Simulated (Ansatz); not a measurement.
# Al: a trigonal deformation path

The task here is to estimate one member of a computed series from the others.

Program: Ansatz 0.2.0. Level of theory: DFT r2SCAN, scalar-relativistic, plane waves, PAW. These are calculated values, not measurements.

### Starting point

The structure is cubic, space group Im-3m (No. 229). Conventional cell: a = 3.182 Å, b = 3.182 Å, c = 3.182 Å, α = 90.00°, β = 90.00°, γ = 90.00°. Around Al (site symmetry m-3m) lie 8 Al at 2.76 Å.

As a file:

```cif
data_structure
_symmetry_space_group_name_H-M 'Im-3m'
_symmetry_Int_Tables_number 229
_cell_length_a 3.1824
_cell_length_b 3.1824
_cell_length_c 3.1824
_cell_angle_alpha 90.000
_cell_angle_beta 90.000
_cell_angle_gamma 90.000
_cell_volume 32.23
loop_
_atom_site_label
_atom_site_type_symbol
_atom_site_symmetry_multiplicity
_atom_site_Wyckoff_symbol
_atom_site_fract_x
_atom_site_fract_y
_atom_site_fract_z
_atom_site_occupancy
Al1 Al 2 a 0.00000 0.00000 0.00000 1
```

It goes back to an entry of the Materials Project, which need not be the stable form.

No relaxation comes first: the listed cell is the starting point.

### The reference cell

The reference gives a free energy of -540.2994 eV, pressure 0.49 GPa, largest force 0.000 eV/Å and gap on the mesh none (metal). It was computed beforehand with the settings of the runs below.

Set-up of the first run:

At fixed volume and fractional coordinates, lengths along (0.577, 0.577, 0.577) are scaled against those across it; ρ is that ratio over its starting value.

input.yaml

```yaml
crystal:
  lattice:
    - [-2.3389449096, 1.6706749354, 1.6706749354]
    - [1.6706749354, -2.3389449096, 1.6706749354]
    - [1.6706749354, 1.6706749354, -2.3389449096]
  atoms:
    - { symbol: Al, position: [0.0, 0.0, 0.0] }
basis:
  ecutwfc: 500
kpoints:
  mp_grid: { grid: [24, 24, 24] }
hamiltonian:
  xc: r2scan
scf:
  occupations: { method: gaussian, width: 0.15 }
output:
  forces: true
  stress: true
  eigenvalues: true
```

On the command line:

```sh
$ ansatz run input.yaml --threads 1 --pin off --max-ram 2560MiB --backend cpu --events-out ev --progress --plain --runs-dir out
```

Among the steps run: At ρ = 0.500; ρ = 2.000; Point ρ = 0.710; Point ρ = 1.410; Point ρ = 0.600; Point ρ = 0.850; ρ = 1.200; At ρ = 1.700; Point ρ = 0.930; ρ = 1.080.

One of the session's tables, all rows but one given; the rest of the session is left out.

```
    ρ  ΔE (meV/atom)  pressure (GPa)
0.500         5735.1           107.1
0.600              ?               ?
0.710          789.2            23.4
0.850          130.1             4.7
0.930           21.8             1.2
1.000            0.0             0.5
1.080           20.0             1.2
1.200          104.1             4.3
1.410          286.1            10.8
1.700          459.0            17.2
2.000          531.6            19.5
```

Estimate the missing values for ρ = 0.600.

Worked estimate for «ΔE (meV/atom)». A straight line through the neighbours (0.500, 5735.1) and (0.710, 789.2) gives 5735.1 + (789.2 − 5735.1) × (0.600 − 0.500) / (0.710 − 0.500) = 3379.9; a parabola fitted to 3 rows on both sides gives 2787.7.

As computed: ΔE (meV/atom): 2300.5; pressure (GPa): 57.0. In «ΔE (meV/atom)» the line misses by +1079.4 and the parabola by +487.2.
